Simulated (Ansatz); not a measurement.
# YRh: the cost of one run

Program: Ansatz 0.2.0. Level of theory: DFT r2SCAN, scalar-relativistic, plane waves, PAW. These are calculated values, not measurements.

1 further run of the same task is left out (set aside as unsound or not needed).

### 1 The structure to begin with

Symmetry: Pm-3m, No. 221, cubic system. Conventional cell: a = 3.417 Å, b = 3.417 Å, c = 3.417 Å, α = 90.00°, β = 90.00°, γ = 90.00°. Y (site symmetry m-3m) has 8 Rh at 2.96 Å as nearest neighbours. Around Rh (site symmetry m-3m) lie 8 Y at 2.96 Å.

As a file:

```xyz
2
Lattice="3.4166 0.0000 0.0000 0.0000 3.4166 0.0000 0.0000 0.0000 3.4166" Properties=species:S:1:pos:R:3 pbc="T T T"
Y     1.7083    1.7083    1.7083
Rh    0.0000    0.0000    0.0000
```

This cell was relaxed beforehand with the same method: volume 19.94 Å³/atom, gap on the mesh none (metal).

### 2 Bands, states and charges

File input.yaml:

```yaml
crystal:
  lattice:
    - [3.4166092287, 0.0, 0.0]
    - [0.0, 3.4166092287, 0.0]
    - [0.0, 0.0, 3.4166092287]
  atoms:
    - { symbol: "Y", position: [0.5, 0.5, 0.5] }
    - { symbol: Rh, position: [0.0, 0.0, 0.0] }
basis:
  ecutwfc: 500
kpoints:
  mp_grid: { grid: [12, 12, 12] }
  band_path:
    path:
      - [[0.0, 0.0, 0.0], [0.0, 0.5, 0.0], [0.5, 0.5, 0.0], [0.0, 0.0, 0.0], [0.5, 0.5, 0.5], [0.0, 0.5, 0.0]]
      - [[0.5, 0.5, 0.5], [0.5, 0.5, 0.0]]
    npoints: 14
hamiltonian:
  xc: r2scan
scf:
  occupations: { method: gaussian, width: 0.1 }
  n_extra_bands: 6
output:
  forces: true
  stress: true
  eigenvalues: true
  populations: true
  dos: { projected: true, de: 0.02, nscf_kmesh: { grid: [18, 18, 18] } }
  bader: true
  write_density: true
  write_potential: true
  elf: true
  volumetric_format: npy
```

Launch:

```console
$ ansatz run input.yaml --threads 1 --pin off --max-ram 2560MiB --backend cpu --events-out ev --progress --plain --runs-dir out
```

What time and memory should one allow on 1 thread of an Arm CPU, shared host?

About 33 s, with a peak of 0.43 GiB.
